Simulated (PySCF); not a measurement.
**r2SCAN/def2-SVP run of C4H7Al (SMILES CC#[C][AlH][CH3])**

What is the vertical ionisation energy of C4H7Al at r2SCAN/def2-SVP? The job is set up through a Python script.

The results are computed with PySCF 2.14.0.

### Step 1. The system as given

The species is C4H7Al (12 atoms), meant as a singlet with charge 0. SMILES: `CC#[C][AlH][CH3]`. Geometry: a GFN2-xTB relaxation, a rough one for these elements and not checked as a minimum.

Bond lengths: C1–C2 1.448 Å, C2–C3 1.217 Å, C3–Al4 1.939 Å, Al4–C5 1.991 Å, C1–H6 1.091 Å, C1–H7 1.090 Å, C1–H8 1.090 Å, Al4–H9 1.550 Å, C5–H10 1.097 Å, C5–H11 1.097 Å, C5–H12 1.098 Å. Some angles: C1–C2–C3 179.6°, C2–C3–Al4 178.4°, C3–Al4–C5 127.3°, C2–C1–H6 110.1°, C2–C1–H7 110.0°, C2–C1–H8 110.1°, C3–Al4–H9 115.1°, C5–Al4–H9 117.6°, Al4–C5–H10 112.9°, Al4–C5–H11 112.5°.

### Step 2. A single-point energy at r2SCAN/def2-SVP

job.py reads:

```python
# CC#[C][AlH][CH3]
from pyscf import gto, dft

mol = gto.M(
    atom='''
C     -0.162730    -3.099470     0.290160
C     -0.216060    -1.652690     0.328910
C     -0.253590    -0.436940     0.358830
Al    -0.338680     1.497720     0.454640
C      0.513060     2.805590    -0.780960
H      0.020740    -3.440610    -0.729270
H      0.640480    -3.460740     0.932960
H     -1.107670    -3.518180     0.637760
H     -1.169800     2.062230     1.634310
H      1.608280     2.742920    -0.779730
H      0.206740     2.658110    -1.824230
H      0.259230     3.842060    -0.523380
''',
    charge=0,
    basis='def2-svp',
    max_memory=1860,
    spin=0,
    verbose=3,
)

calc0 = dft.RKS(mol, xc='r2scan')
calc0.conv_tol = 1e-10
calc0.grids.level = 1
calc0.kernel()
if not calc0.converged:
    calc0 = calc0.newton().run(calc0.mo_coeff, calc0.mo_occ)

etot = calc0.e_tot
print('E = %.10f Eh' % etot)
```

The run is started by

```
$ OMP_NUM_THREADS=1 python job.py
```

Output:

```text
converged SCF energy = -398.694862839717
E = -398.6948628397 Eh
```

Wall time 11 s (1 thread of Arm Neoverse V1, shared host); peak memory 0.48 GiB.

### Step 3. The doublet cation at the same level

input.py reads:

```python
from pyscf import gto, dft

mol = gto.Mole()
mol.atom = '''
C     -0.307515    -5.857149     0.548323
C     -0.408294    -3.123131     0.621550
C     -0.479216    -0.825697     0.678090
Al    -0.640012     2.830281     0.859145
C      0.969543     5.301797    -1.475801
H      0.039193    -6.501811    -1.378121
H      1.210332    -6.539851     1.763039
H     -2.093193    -6.648397     1.205192
H     -2.210602     3.897050     3.088398
H      3.039209     5.183368    -1.473476
H      0.390682     5.023100    -3.447295
H      0.489874     7.260441    -0.989045
'''
mol.basis = 'def2-svp'
mol.spin = 1
mol.unit = 'bohr'
mol.charge = 1
mol.max_memory = 1860
mol.verbose = 3
mol.build()

mf = dft.UKS(mol, xc='r2scan')
mf.conv_tol = 1e-10
mf.grids.level = 1
mf.kernel()
if not mf.converged:
    mf = mf.newton().run(mf.mo_coeff, mf.mo_occ)

energy = mf.e_tot
print(f'total energy: {energy:.8f} hartree')
```

The run is started by

```
$ OMP_NUM_THREADS=1 python input.py
```

Output:

```text
converged SCF energy = -398.364650029949  <S^2> = 0.75647813  2S+1 = 2.0064677
total energy: -398.36465003 hartree
```

It took 27 s on 1 thread of Arm Neoverse V1, shared host; peak memory 0.48 GiB.

### Step 4. Results

At r2SCAN/def2-SVP:

| quantity | value |
| --- | --- |
| singlet C4H7Al: total energy | -398.69486 Eh |
| singlet C4H7Al: dipole moment | 1.66 D |
| singlet C4H7Al: HOMO energy | -6.32 eV |
| singlet C4H7Al: LUMO energy | -1.70 eV |
| singlet C4H7Al: HOMO–LUMO gap | 4.63 eV |
| doublet cation: total energy | -398.36465 Eh |
| doublet cation: HOMO energy (highest over α and β) | -12.34 eV |
| doublet cation: LUMO energy (lowest over α and β) | -11.58 eV |
| doublet cation: ⟨S²⟩ | 0.756 |
| vertical ionisation energy (to the doublet cation) | 8.986 eV |

**Reading.** Removing an electron at fixed nuclei costs 8.99 eV (867 kJ/mol). −ε(HOMO) before ionisation, 6.32 eV, is 2.66 eV below this ionisation energy. Mulliken charges (doublet cation) run from -0.43 on C5 to +0.87 on Al4.
